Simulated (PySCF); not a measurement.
# B3H7N2: the cost of one run

Programs: PySCF 2.14.0, with density-fitted response routines of our own. Each step states its level of theory. These are calculated values for one molecule in the gas phase, unless marked as measured. Atoms count from 0, in the outputs and in this text.

## Step 1: The starting structure

12 atoms, charge 0, multiplicity 1; geometry from: GFN2-xTB.

Bonds of the start (Å): B0–N1 1.42, N1–B2 1.42, N1–B3 1.47, B3–N4 1.38, B0–H5 1.17, B0–H6 1.17, B2–H7 1.17, B2–H8 1.17, B3–H9 1.17, N4–H10 1.01, N4–H11 1.00.

## Step 2: TDDFT and polarisability: CAM-B3LYP/def2-SVPD

Job settings and geometry (Å):

```
{"job": {"kind": "uv", "xc": "CAM-B3LYP", "basis": "def2-SVPD", "nstates": 8, "ntriplets": 3}, "charge": 0, "multiplicity": 1}
B     -1.009522    -1.096621     0.490539
N     -0.484723     0.111004    -0.037089
B     -1.335336     1.205093    -0.351341
B      0.957041     0.256167    -0.290920
N      1.877186    -0.324014     0.562141
H     -0.301999    -2.014354     0.682061
H     -2.155634    -1.190664     0.710834
H     -0.886757     2.165312    -0.852116
H     -2.475595     1.147095    -0.093388
H      1.338181     0.884243    -1.202720
H      1.605344    -0.878530     1.357147
H      2.873012    -0.265416     0.440120
```

With the program's defaults for keys left out, this is: TDDFT CAM-B3LYP/def2-SVPD, vertical, gas phase, core orbitals frozen in the response.

On the command line:

```
$ OMP_NUM_THREADS=1 python probes_run.py task.json out
```

This one command runs all jobs of the session in turn.

Q: Estimate the wall time and peak memory of this first job on 1 thread of Intel Xeon at 2.50GHz, shared host.

About 48 s, with a peak of 0.67 GiB.
